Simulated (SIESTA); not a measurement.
The system is Ti3In.

```
In Ti
1.0
     0.00000    3.32106    3.32106
     3.32106    0.00000    3.32106
     3.32106    3.32106    0.00000
In Ti
1 3
Direct
  0.50000 0.50000 0.50000
  0.25000 0.25000 0.25000
  0.00000 0.00000 0.00000
  0.75000 0.75000 0.75000
```

The cell comes from a database or a generator and needn't be the stable form of this composition.

* Program: SIESTA 5.4.2
* Task: single point
* Functional: PBEsol
* Potentials or basis: PseudoDojo 0.4 standard (PBEsol files)
* Basis: DZP (energy shift 0.003 Ry; two zetas on semicore shells)
* Grid cutoff: 800 Ry
* Energy shift: 0.003 Ry
* k mesh: 7 × 7 × 7
* Occupations: fermi-dirac, width 0.05 eV
* Spin: no spin polarisation

On this cell: pressure -4.9 GPa; largest force zero by symmetry; band gap on the k mesh none (metal or under the smearing width).

The same run follows on a disturbed copy (atoms moved at random, drawn with an rms of 0.05 Å):

```
In Ti
1.0
     0.00000    3.32106    3.32106
     3.32106    0.00000    3.32106
     3.32106    3.32106    0.00000
In Ti
1 3
Direct
  0.50092 0.50470 0.50682
  0.25136 0.25332 0.25023
  0.99429 0.01234 0.00721
  0.74126 0.75929 0.74617
```

What changes?

The energy (extrapolated to zero smearing) moves by +4.7 meV/atom; pressure -4.7 GPa; largest force 0.407 eV/Å; band gap on the k mesh none (metal or under the smearing width).

Forces on the atoms (eV/Å):
```
In  -0.176 -0.358 -0.083
Ti   0.187  0.086  0.022
Ti  -0.169 -0.058 -0.043
Ti   0.159  0.333  0.106
```

Stress tensor (GPa, compression positive):
```
-4.70  0.23  0.60
 0.23 -4.75 -0.03
 0.60 -0.03 -4.68
```

Caveats: the basis of atomic orbitals isn't converged, which shifts pressures, moduli and gaps.
